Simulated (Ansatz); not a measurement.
A nudged elastic band was laid between two geometries of a periodic cell of 17 atoms, Si (host Si, host structure diamond, interstitial Si).

Theory: Ansatz, DFT PBE, scalar-relativistic, plane waves, PAW. Settings: cutoff 420 eV, k mesh 2x2x2, gaussian smearing 0.05 eV, no spin polarisation.

- movable images: 3
- climbing image: yes
- spring: 5.0 eV/Å²
- optimiser: quadratic models (default)
- start path: straight line
- force threshold: 0.03 eV/Å
- iteration limit: 80
- end points: relaxed

First end point:

```xyz
17
Lattice="0.0000 5.4300 5.4300 5.4300 0.0000 5.4300 5.4300 5.4300 0.0000" Properties=species:S:1:pos:R:3
Si 0.037 -0.004 -0.004
Si 1.357 1.358 1.359
Si 2.719 2.678 -0.004
Si 4.101 4.044 1.377
Si 2.719 -0.004 2.678
Si 4.101 1.376 4.044
Si 5.435 2.710 2.710
Si 6.769 4.044 4.044
Si 0.004 2.711 2.711
Si 1.357 4.063 4.063
Si 2.720 5.425 2.743
Si 4.082 6.788 4.063
Si 2.720 2.743 5.425
Si 4.082 4.063 6.788
Si 5.402 5.425 5.425
Si 6.770 6.805 6.806
Si 8.151 5.424 5.425
```

Last end point:

Only the atoms that move by more than 0.05 Å are listed.
```
Si9 -0.027 2.690 2.746
Si10 1.356 4.072 4.113
Si17 6.782 4.076 6.800
```

(1) Which bonds break or form, and what moves?

(2) Give the energies along the band, and the barrier.

(3) What is the geometry of the highest image?

Results:

(1) Contacts lost: Si6–Si17. Contacts made: Si9–Si17. The atom that moves furthest is Si17, by 2.36 Å.

(2) The run converged. The highest image is number 2 of 0 to 4, 0.31 eV above the ends, which have the same energy within 2 meV. By the program's own check the climbing image is a first-order saddle point (lowest curvatures found: -0.27 and 0.56 eV/Å²). Limits of this set-up: coarse k mesh.

```csv
image,path coordinate (Å),energy (eV),Si6–Si17 (Å),Si9–Si17 (Å)
0,0.00,0.00,2.39,4.70
1,0.87,0.31,2.53,4.12
2,1.74,0.31,3.15,3.15
3,2.50,0.20,4.03,2.53
4,3.25,0.00,4.69,2.39
```

(3) 
```xyz
17
Lattice="0.0000 5.4300 5.4300 5.4300 0.0000 5.4300 5.4300 5.4300 0.0000" Properties=species:S:1:pos:R:3
Si 0.023 -0.067 0.066
Si 1.424 1.334 1.293
Si 2.805 2.609 -0.089
Si 4.177 3.981 1.447
Si 2.651 -0.067 2.694
Si 3.857 1.139 4.290
Si 5.228 2.509 2.919
Si 6.699 3.981 3.969
Si 0.218 2.929 2.499
Si 1.424 4.136 4.095
Si 2.805 5.517 2.819
Si 4.277 6.989 3.870
Si 2.651 2.734 5.496
Si 4.052 4.136 6.723
Si 5.328 5.517 5.341
Si 6.699 6.889 6.877
Si 7.467 4.749 6.109
```

The run took 28 min on 1 thread of Arm Neoverse V2, with other jobs on the host, peak memory 0.75 GiB.
